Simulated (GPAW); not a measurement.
# Ta3AsAu2O13: band structure with GLLB-SC

The system is Ta3AsAu2O13.

```
CELL_PARAMETERS angstrom
5.45204 0.00000 0.00000
-2.72602 4.72161 0.00000
0.00000 0.00000 9.57902
ATOMIC_POSITIONS crystal
Ta 0.00000 0.00000 0.19408
Ta 0.00000 0.00000 0.80592
Ta 0.66667 0.33333 0.00000
As 0.00000 0.00000 0.50000
Au 0.33333 0.66667 0.27428
Au 0.33333 0.66667 0.72572
O 0.00000 0.00000 0.00000
O 0.23947 0.97129 0.36402
O 0.02871 0.26818 0.36402
O 0.73182 0.76053 0.36402
O 0.23947 0.97129 0.63598
O 0.02871 0.26818 0.63598
O 0.73182 0.76053 0.63598
O 0.38452 0.33425 0.85844
O 0.66575 0.05027 0.85844
O 0.94973 0.61548 0.85844
O 0.38452 0.33425 0.14156
O 0.66575 0.05027 0.14156
O 0.94973 0.61548 0.14156
```

The cell was built by a generator and needn't be a form met in nature.

- Program: GPAW 26.7.0
- Task: band structure
- Functional: GLLB-SC
- Potentials or basis: the program's PAW data sets (release 1.2.1) made for this functional
- Cutoff: 800 eV
- Basis: pw
- k mesh: 4 × 4 × 2
- Occupations: fermi-dirac, width 0.05 eV
- Spin: no spin polarisation
- Ranks: 8
- Maxiter: 150
- Band path: GMKGALHA,LM,KH
- Band points: 100

```yaml
Band_gap_along_the_path: none (metal or under the smearing width)
```

Levels at the corners of the path, in eV from the Fermi level:
```csv
point,band 70,band 71,band 72,band 73,band 74,band 75
Γ,-1.18,0.02,0.02,0.19,0.19,1.60
M,-0.92,-0.27,-0.01,0.01,0.23,2.53
K,-0.92,-0.24,-0.03,0.04,0.21,2.68
Γ,-1.18,0.02,0.02,0.19,0.19,1.60
A,-1.14,-0.04,-0.04,0.26,0.26,1.95
L,-0.86,-0.18,-0.06,-0.05,0.22,2.76
H,-0.89,-0.19,-0.05,-0.01,0.20,2.95
A,-1.14,-0.04,-0.04,0.26,0.26,1.95
L,-0.86,-0.18,-0.06,-0.05,0.22,2.76
M,-0.92,-0.27,-0.01,0.01,0.23,2.53
K,-0.92,-0.24,-0.03,0.04,0.21,2.68
H,-0.89,-0.19,-0.05,-0.01,0.20,2.95
```

It took 9.4 min on 8 MPI ranks on Intel(R) Xeon(R) Platinum 8488C (Sapphire Rapids), on a shared host, peak memory 1.3 GiB a rank.

Caveat: a model potential gives levels but no total energy; spin-orbit coupling is left out, which moves the levels of the heavy elements.
